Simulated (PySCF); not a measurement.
**[TlF2]+: other functionals and bases at one geometry**

One table from this session's results is given with a row withheld; the runs are named, their logs left out.

Computed with PySCF 2.14.0. Level: several levels, as the steps say, no spin–orbit coupling.

1 further run of the same task is left out (for a known fault of the program).

### Where the work starts

3 atoms, charge 1, spin multiplicity 1.

Bond lengths: Tl1–F2 1.924 Å, Tl1–F3 1.924 Å. Angles: F2–Tl1–F3 179.9°.

Coordinates:

```xyz
3
F2Tl
Tl    0.00000    0.00000    0.39549
F     1.92357    0.00000    0.39653
F    -1.92357    0.00000    0.39653
```

Formal oxidation states: Tl +3. An earlier session relaxed this geometry at PBE0, Tl def2-SVP with ECP60, F def2-SVP (singlet, point group D∞h).

At PBE0 on the finer grid: E = -371.479226 Eh, HOMO -18.10 eV, LUMO -11.37 eV, Mulliken charge on Tl1 +1.48 e, largest force component 0.041 eV/Å. 

Levels to run: M06-L; B3LYP; PBE0, TZVP. Hardware: 2 threads of Arm Neoverse V2, shared host.

Set-up of the first run:

Contents of run.py (the lines that set the calculation):

```python
mol = gto.M(atom='''
Tl     0.00000     0.00000     0.39549
F      1.92357     0.00000     0.39653
F     -1.92357     0.00000     0.39653''',
    basis={'Tl': 'def2-SVP', 'F': 'def2-SVP'},
    ecp={'Tl': 'def2-SVP'},
    charge=1, spin=0)
mf = dft.RKS(mol, xc='M06L')
mf.grids.atom_grid = (75, 302)
mf = mf.density_fit()  # fitting sets: Tl def2-universal-JKFIT, F def2-universal-JKFIT
mf.conv_tol = 1e-08; mf.max_cycle = 55
mf.kernel(dm0)  # dm0: the density of the relaxed state
```

On the command line:

```
> OMP_NUM_THREADS=2 python run.py
```

Among the steps run: M06-L; B3LYP; PBE0, TZVP.

One table of the session follows, with a row left open; its other results are not shown here.

```
              level  HOMO (eV)  gap (eV)  charge on Tl1 (e)  largest force component (eV/Å)
PBE0 (relaxed here)     -18.10      6.73               1.48                            0.04
              M06-L     -16.42      4.35               1.52                            0.58
              B3LYP          ?         ?                  ?                               ?
         PBE0, TZVP     -18.10      6.89               1.42                            1.09
```

**Question.** Estimate the row for B3LYP.

The run gave: HOMO (eV): -17.76; gap (eV): 6.07; charge on Tl1 (e): 1.44; largest force component (eV/Å): 0.36. In the column «HOMO (eV)» it lies between PBE0, TZVP (-18.10) and M06-L (-16.42).

In one basis the HOMO–LUMO gap runs from 4.35 eV (M06-L) to 6.73 eV (PBE0). The largest leftover force, 1.09 eV/Å with PBE0, TZVP, stands at a geometry relaxed at another level. Total energies of different levels can't be compared.
